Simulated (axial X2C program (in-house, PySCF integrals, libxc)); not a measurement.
# A two-component session on AgS: EOM-IP-CCSD levels

Aim: EOM-IP-CCSD levels of AgS, with spin–orbit coupling in the Hamiltonian from the start.

Method: two-component X2C with atomic mean-field terms, Ag dyall-acv3z, S dyall-av3z; program: an in-house X2C program for linear molecules on PySCF integrals.

All values are calculated.

### 1 The job

File task.json:

```json
{
 "zs": [
  47,
  16
 ],
 "q": 0,
 "bas": [
  "dyall-acv3z",
  "dyall-av3z"
 ],
 "r0": 2.33,
 "eom": "ip",
 "rq": -1,
 "thr": -2.0,
 "nmax": 95,
 "grid": [
  1,
  0.96,
  1.045,
  0.92,
  1.09,
  1.15
 ]
}
```

Keys: zs atomic numbers; q charge; bas basis sets; r0 starting distance in Å; eom kind of EOM run; thr threshold in hartree for freezing inner shells (an s shell follows its p shell); nmax most natural virtual spinors; grid distances as factors.

Launch:

```console
$ python soeom.py task.json out
```

The runs that follow: EOM-IP-CCSD at 2.257 Å.

Before running it: what results should come out? Wanted: next root led by one particle; T1 of the reference; lowest state, Re and ωe.

As calculated:

| quantity | value |
| --- | --- |
| lowest root at 2.257 Å | Ω = 3/2, 1.842 eV |
| next root led by one particle | Ω = 1/2, about 490 cm⁻¹ higher |
| T1 of the reference | 0.026 |
| lowest state, Re and ωe | 2.308 Å, 336 cm⁻¹ |

Removing an electron from the reference determinant of AgS⁻ costs 1.84 eV and empties a spinor of 83% S pπ, 9% Ag pπ, 6% Ag dπ. Errors of 0.1 to 0.3 eV are usual at this size, and roots led by higher excitations are left out, so the list is incomplete, and low states of that kind can be missing. T1 or the largest double amplitude of the reference is raised, which lowers the reliability. The bond is 0.034 Å longer than in the closed-shell reference at CCSD (2.274 Å).
